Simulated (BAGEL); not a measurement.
# PBE0/def2-SVP (density fitting with qzvpp-jkfit) run of C2H6OSi (SMILES C=C[SiH2]O)

What is the energy change on altering one bond length of C2H6OSi at PBE0/def2-SVP (density fitting with qzvpp-jkfit)? 

The calculation is run with BAGEL 1.2.2.

## Step 1: The system as given

The species is C2H6OSi (10 atoms), meant as a singlet with charge 0. SMILES: `C=C[SiH2]O`. Geometry: relaxed at PBE0-D4/def2-TZVP. This is one conformer, not always the lowest.

Bond lengths: C1–C2 1.330 Å, C2–Si3 1.857 Å, Si3–O4 1.649 Å, C1–H5 1.087 Å, C1–H6 1.086 Å, C2–H7 1.090 Å, Si3–H8 1.491 Å, Si3–H9 1.484 Å, O4–H10 0.958 Å. Some angles: C1–C2–Si3 122.9°, C2–Si3–O4 111.4°, C1–C2–H7 118.3°, Si3–C2–H7 118.9°, C2–C1–H5 121.4°, C2–C1–H6 122.4°, C2–Si3–H8 108.7°, C2–Si3–H9 111.0°, O4–Si3–H8 111.1°, O4–Si3–H9 105.7°.

## Step 2: The energy at PBE0/def2-SVP (density fitting with qzvpp-jkfit)

The input, input.json:

```json
{ "bagel" : [

{
  "title" : "molecule",
  "basis" : "svp",
  "df_basis" : "qzvpp-jkfit",
  "angstrom" : "true",
  "geometry" : [
    { "atom" : "C", "xyz" : [    0.469400,    1.339200,   -0.818800 ] },
    { "atom" : "C", "xyz" : [    0.221400,    0.866200,    0.399700 ] },
    { "atom" : "Si", "xyz" : [   -0.462400,   -0.834200,    0.700700 ] },
    { "atom" : "O", "xyz" : [   -0.544600,   -1.704600,   -0.697700 ] },
    { "atom" : "H", "xyz" : [    0.269300,    0.747200,   -1.707800 ] },
    { "atom" : "H", "xyz" : [    0.873500,    2.333700,   -0.985800 ] },
    { "atom" : "H", "xyz" : [    0.435100,    1.506700,    1.255300 ] },
    { "atom" : "H", "xyz" : [    0.393300,   -1.520900,    1.710800 ] },
    { "atom" : "H", "xyz" : [   -1.852500,   -0.765700,    1.214600 ] },
    { "atom" : "H", "xyz" : [    0.280700,   -2.019000,   -1.068100 ] }
  ]
},
{ "title" : "ks", "xc_func" : "pbe0" },
{ "title" : "print", "file" : "orbitals.molden", "orbitals" : "true" }

]}
```

Command:

```sh
BAGEL_NUM_THREADS=1 BAGEL input.json > input.out
```

The program printed:

```text
* using 1 threads per process

  ===============================================================
  ===============================================================

  *** Geometry ***

  { "atom" : "C", "xyz" : [      0.887037,      2.530721,     -1.547308 ] },
  { "atom" : "C", "xyz" : [      0.418385,      1.636881,      0.755324 ] },
  { "atom" : "Si", "xyz" : [     -0.873809,     -1.576410,      1.324131 ] },
  { "atom" : "O", "xyz" : [     -1.029145,     -3.221227,     -1.318462 ] },
  { "atom" : "H", "xyz" : [      0.508903,      1.412003,     -3.227274 ] },
  { "atom" : "H", "xyz" : [      1.650676,      4.410054,     -1.862892 ] },
  { "atom" : "H", "xyz" : [      0.822220,      2.847250,      2.372173 ] },
  { "atom" : "H", "xyz" : [      0.743229,     -2.874084,      3.232943 ] },
  { "atom" : "H", "xyz" : [     -3.500718,     -1.446963,      2.295261 ] },
  { "atom" : "H", "xyz" : [      0.530446,     -3.815357,     -2.018416 ] },

  Number of auxiliary basis functions:      463

  Since a DF basis is specified, we compute 2- and 3-index integrals:
    o Being stored without compression. Storage requirement is 0.030 GB

  Number of basis functions:       90
  Number of electrons      :       40

    * METHOD: MOLECULE                             0.23

  *** Kohn-Sham DFT ***

    * Removing 18073 points whose weight is below 1.00e-10
    * Grid points: 130987

  === Nuclear Repulsion ===
   160.2878263698

       - DIIS with orbital gradients will be used.

  === KS iteration (pbe0 / svp) ===
      0       -414.67794299          0.11412077           0.46
      1       -378.92095731          0.14820453           0.44
      2       -391.93850025          0.18678577           0.44
      3       -429.69584351          0.10033115           0.45
      4       -441.05982344          0.05365004           0.45
      5       -436.98917815          0.08815286           0.45
      6       -443.88695026          0.01749151           0.44
      7       -444.00187802          0.00823848           0.44
      8       -444.02947118          0.00385447           0.44
      9       -444.03639294          0.00140422           0.45
     10       -444.03731500          0.00018973           0.45
     11       -444.03733234          0.00006487           0.44
     12       -444.03733434          0.00001022           0.45
     13       -444.03733439          0.00000575           0.44
     14       -444.03733440          0.00000192           0.45
     15       -444.03733440          0.00000044           0.45
     16       -444.03733440          0.00000010           0.44
     17       -444.03733440          0.00000005           0.44
     18       -444.03733440          0.00000001           0.44
    * SCF iteration converged.

    * Permanent dipole moment:
           (   -0.616287,    -0.145055,     0.128166) a.u.

    * METHOD: KS                                   9.33

    * METHOD: PRINT                                0.02

  ===============================================================
```

Wall time 9.9 s (1 thread of Arm Neoverse V1, shared host); peak memory 0.53 GiB.

## Step 3: The distorted shape

The input, calc.json:

```json
{ "bagel": [

{
  "title": "molecule",
  "basis": "svp",
  "df_basis": "qzvpp-jkfit",
  "angstrom": true,
  "geometry": [
    { "atom": "C", "xyz": [       0.886410,       1.318651,      -0.972963 ] },
    { "atom": "C", "xyz": [       0.638410,       0.845651,       0.245537 ] },
    { "atom": "Si", "xyz": [      -0.045390,      -0.854749,       0.546537 ] },
    { "atom": "O", "xyz": [      -0.127590,      -1.725149,      -0.851863 ] },
    { "atom": "H", "xyz": [       0.686310,       0.726651,      -1.861963 ] },
    { "atom": "H", "xyz": [       1.290510,       2.313151,      -1.139963 ] },
    { "atom": "H", "xyz": [       0.852110,       1.486151,       1.101137 ] },
    { "atom": "H", "xyz": [       0.810310,      -1.541449,       1.556637 ] },
    { "atom": "H", "xyz": [      -1.852500,      -0.765700,       1.214600 ] },
    { "atom": "H", "xyz": [       0.697710,      -2.039549,      -1.222263 ] }
  ]
},

{
  "title": "ks",
  "xc_func": "pbe0"
},

{
  "title": "print",
  "file": "orbitals.molden",
  "orbitals": true
}

]}
```

Command:

```sh
BAGEL_NUM_THREADS=1 BAGEL calc.json > calc.out
```

The program printed:

```text
* using 1 threads per process

  ===============================================================
  ===============================================================

  *** Geometry ***

  { "atom" : "C", "xyz" : [      1.675072,      2.491889,     -1.838634 ] },
  { "atom" : "C", "xyz" : [      1.206420,      1.598049,      0.463998 ] },
  { "atom" : "Si", "xyz" : [     -0.085775,     -1.615242,      1.032805 ] },
  { "atom" : "O", "xyz" : [     -0.241110,     -3.260059,     -1.609788 ] },
  { "atom" : "H", "xyz" : [      1.296938,      1.373171,     -3.518600 ] },
  { "atom" : "H", "xyz" : [      2.438710,      4.371222,     -2.154218 ] },
  { "atom" : "H", "xyz" : [      1.610255,      2.808418,      2.080847 ] },
  { "atom" : "H", "xyz" : [      1.531264,     -2.912916,      2.941618 ] },
  { "atom" : "H", "xyz" : [     -3.500718,     -1.446963,      2.295261 ] },
  { "atom" : "H", "xyz" : [      1.318481,     -3.854189,     -2.309742 ] },

  Number of auxiliary basis functions:      463

  Since a DF basis is specified, we compute 2- and 3-index integrals:
    o Being stored without compression. Storage requirement is 0.030 GB

  Number of basis functions:       90
  Number of electrons      :       40

    * METHOD: MOLECULE                             0.23

  *** Kohn-Sham DFT ***

    * Removing 17729 points whose weight is below 1.00e-10
    * Grid points: 131331

  === Nuclear Repulsion ===
   158.6427541462

       - DIIS with orbital gradients will be used.

  === KS iteration (pbe0 / svp) ===
      0       -414.59585490          0.11325855           0.48
      1       -385.55268572          0.14779023           0.45
      2       -384.56026684          0.19940071           0.45
      3       -428.62382163          0.10486878           0.45
      4       -441.22854270          0.05134676           0.45
      5       -435.78652891          0.08586597           0.46
      6       -443.88709501          0.01529823           0.46
      7       -443.96449457          0.00852963           0.45
      8       -443.99904610          0.00215118           0.45
      9       -444.00138701          0.00045770           0.46
     10       -444.00148224          0.00012810           0.45
     11       -444.00149211          0.00003693           0.45
     12       -444.00149288          0.00000742           0.46
     13       -444.00149290          0.00000529           0.45
     14       -444.00149291          0.00000088           0.45
     15       -444.00149291          0.00000031           0.45
     16       -444.00149291          0.00000008           0.45
     17       -444.00149291          0.00000007           0.46
     18       -444.00149291          0.00000001           0.45
     19       -444.00149291          0.00000001           0.45
    * SCF iteration converged.

    * Permanent dipole moment:
           (   -0.905147,    -0.167422,     0.258822) a.u.

    * METHOD: KS                                   9.95

    * METHOD: PRINT                                0.02

  ===============================================================
```

Wall time 11 s (1 thread of Arm Neoverse V1, shared host); peak memory 0.53 GiB.

## Step 4: What came out

At PBE0/def2-SVP (density fitting with qzvpp-jkfit):

| quantity | value |
| --- | --- |
| first shape: total energy | -444.03733 Eh |
| first shape: dipole moment | 1.64 D |
| first shape: HOMO energy | -7.90 eV |
| first shape: LUMO energy | -0.25 eV |
| first shape: HOMO–LUMO gap | 7.65 eV |
| distorted shape: total energy | -444.00149 Eh |
| distorted shape: dipole moment | 2.43 D |
| distorted shape: HOMO energy | -7.72 eV |
| distorted shape: LUMO energy | -0.67 eV |
| distorted shape: HOMO–LUMO gap | 7.05 eV |
| energy change with the Si3–H9 bond stretched from 1.484 to 1.929 Å | 0.975 eV |

**Reading.** With the Si3–H9 bond stretched from 1.484 to 1.929 Å the energy rises by 0.98 eV (94.1 kJ/mol). The first shape isn't relaxed at this level, so the change isn't measured from a minimum.
